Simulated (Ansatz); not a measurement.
# CBGe: the cost of one run

Method: cc-pVTZ, core rule «outside noble gas», up to 16 orbitals frozen; program: Ansatz 0.2.0, Gaussian basis.

To be run: UHF; CCSD(T) on ROHF; CCSD(T) on UHF; BCCD(T) on ROHF; CCSDT(Q) on ROHF; CCSDT(Q) on UHF; CASSCF and NEVPT2, 10 electrons in 12 orbitals.

5 further runs of the same task are left out: 5 set aside as unsound or not needed.

### Step 1. The system

The geometry is a PBE0/def2-TZVP stationary point (not a proven minimum) of the parent state, kept for this charge and spin. No spin-orbit coupling is included. The filled d shell of Ge may be among the frozen orbitals whatever the setting's name suggests; the logs give the count.

3 atoms, charge 1, spin multiplicity 5.

Atoms are counted from 1 here; the program's logs count them from 0.

Bond lengths: B1–Ge2 1.965 Å, Ge2–C3 1.915 Å. Angles: B1–Ge2–C3 109.9°.

Geometry (Å):

```xyz
3
CBGe
B     0.0000   -0.9425    1.5783
Ge    0.0000    0.2650    0.0284
C     0.0000   -0.7545   -1.5926
```

### Step 2. UHF

Input file in.yaml:

```yaml
crystal:
  periodic: [false, false, false]
  atoms:
    - {symbol: B, position_ang: [0.000000, -0.942503, 1.578277]}
    - {symbol: Ge, position_ang: [0.000000, 0.265030, 0.028430]}
    - {symbol: C, position_ang: [0.000000, -0.754527, -1.592575]}
basis:
  gaussian: {orbitals: cc-pVTZ}
total_charge: 1
magnetization: {spin_polarized: true, initial_magnetization: 4}
hamiltonian: {xc: hf}
output: {orbitals: {seedname: orbitals}}
```

Run with:

```bash
ansatz run in.yaml --threads 1 --pin off --events-out ev --progress --plain --max-ram 4096MiB --backend cpu
```

What time and memory should one allow on 1 thread of AMD EPYC 7R13, shared host?

About 14 s, with a peak of 0.32 GiB.
